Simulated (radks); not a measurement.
**Ionisation of Ce⁺: one atom, several choices of functional**

An exercise on one series of results from a longer session: the logs are not shown, and one member is left open.

Program: radks (a radial shooting solver on a logarithmic mesh, Libxc functionals) version 1. Level of theory: scalar-relativistic Kohn-Sham, spin-unpolarised, spherical densities, point nucleus. These are calculated values, not measurements, unless marked.

4 further runs of the same task are left out: 4 set aside as unsound or not needed.

### What is computed

- element: cerium (Z = 58)
- charge: +1
- electrons: 57
- configuration: [Xe] 4f1 5d2
- ion: Ce²⁺, [Xe] 4f2
- choices: B86b exchange with PBE correlation; exchange-only LDA; exchange-only B88; OLYP; LDA (Slater exchange, VWN5 correlation); SOGGA; revPBE; PW91

Outer shells as boxes (Hund's rule):

Ce⁺
```
[Xe] core
4f [↑ ][  ][  ][  ][  ][  ][  ]
5d [↑ ][↑ ][  ][  ][  ]
```

Ce²⁺
```
[Xe] core
4f [↑ ][↑ ][  ][  ][  ][  ][  ]
```

Set-up of the first run:

Settings of this run:

```text
Z 58
configuration [Xe] 4f1 5d2
relativity scalar-relativistic
functional b86_mgc,pbe
spin unpolarised
nucleus point
c 137.035999084
```

Steps of the session up to this table: B86b exchange with PBE correlation: Ce⁺; B86b exchange with PBE correlation: Ce²⁺; exchange-only LDA: Ce⁺; exchange-only LDA: Ce²⁺; exchange-only B88: Ce⁺; exchange-only B88: Ce²⁺; OLYP: Ce⁺; OLYP: Ce²⁺; LDA (Slater exchange, VWN5 correlation): Ce⁺; LDA (Slater exchange, VWN5 correlation): Ce²⁺; SOGGA: Ce⁺; SOGGA: Ce²⁺; revPBE: Ce⁺; revPBE: Ce²⁺; PW91: Ce⁺; PW91: Ce²⁺.

One table of the session follows, with a row left open; its other results are not shown here.

```
                             functional  Δ-SCF (eV)  −ε(HOMO) (eV)  <r> HOMO (bohr)
     B86b exchange with PBE correlation       9.536          7.222            2.841
                      exchange-only LDA       8.875          6.387            2.932
                      exchange-only B88           ?              ?                ?
                                   OLYP       9.122          7.009            2.849
LDA (Slater exchange, VWN5 correlation)       9.566          7.409            2.844
                                  SOGGA       9.367          7.094            2.833
                                 revPBE       9.463          7.124            2.841
                                   PW91       9.554          7.240            2.844
```

Q: Estimate the row for exchange-only B88 from the others.

The run gave: Δ-SCF (eV): 9.022; −ε(HOMO) (eV): 6.475; <r> HOMO (bohr): 2.935. In the column «Δ-SCF (eV)» it lies between exchange-only LDA (8.875) and OLYP (9.122).

Spin polarisation and multiplet splitting are left out, so open shells lie too high by an amount that depends on their filling. Spin-orbit splitting is averaged out at the scalar-relativistic level.
